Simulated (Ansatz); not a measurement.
The system is CsLiCr2Te2S3.

```
Cs Li Cr Te S
1.0
     7.28959   -2.10433    0.01772
     7.28959    2.10433    0.01772
    -2.53315    0.00000    7.28100
Cs Li Cr Te S
1 1 2 2 3
Direct
  0.50000 0.50000 0.00000
  0.00000 0.00000 0.50000
  0.32870 0.32870 0.43300
  0.67130 0.67130 0.56700
  0.80672 0.80672 0.17427
  0.19328 0.19328 0.82573
  0.16358 0.16358 0.39713
  0.83642 0.83642 0.60287
  0.50000 0.50000 0.50000
```

The cell was built by a generator and needn't be a form met in nature.

Base run:

- Program: Ansatz 0.2.0
- Functional: PBE
- Potentials or basis: Ansatz PAW
- Cutoff: 420 eV (not typed: the program's choice for these potentials)
- k mesh: 7 × 7 × 4
- Occupations: fermi-dirac, width 0.05 eV
- Spin: collinear spin, ferromagnetic start
- Starting moments: [0.0, 0.0, 3.0, 3.0, 0.0, 0.0, 0.0, 0.0, 0.0] μB

Its results: band gap on the k mesh none (metal or under the smearing width); pressure 0.0 GPa; net moment 5.22 μB per cell; site moments Cs +0.00; Li +0.00; Cr +2.59; Te -0.14; S -0.14, -0.03 μB; largest force 0.030 eV/Å.

Question: The run is repeated on the same cell with these changes: hubbard terms from none to Cr d U = 2 eV; hubbard projectors from none to ortho-atomic (the default). What comes out?

Answer: Band gap on the k mesh none (metal or under the smearing width); pressure 1.6 GPa; net moment 5.83 μB per cell; site moments Cs -0.00; Li +0.00; Cr +2.93; Te -0.15; S -0.19, -0.04 μB; largest force 0.356 eV/Å.

Caveats: only a ferromagnetic start was run, and an antiferromagnetic order may lie lower in energy; the magnetic or orbital state may not be the lowest (some runs); the density of states is complete only up to the lowest level of the last band computed (some runs).
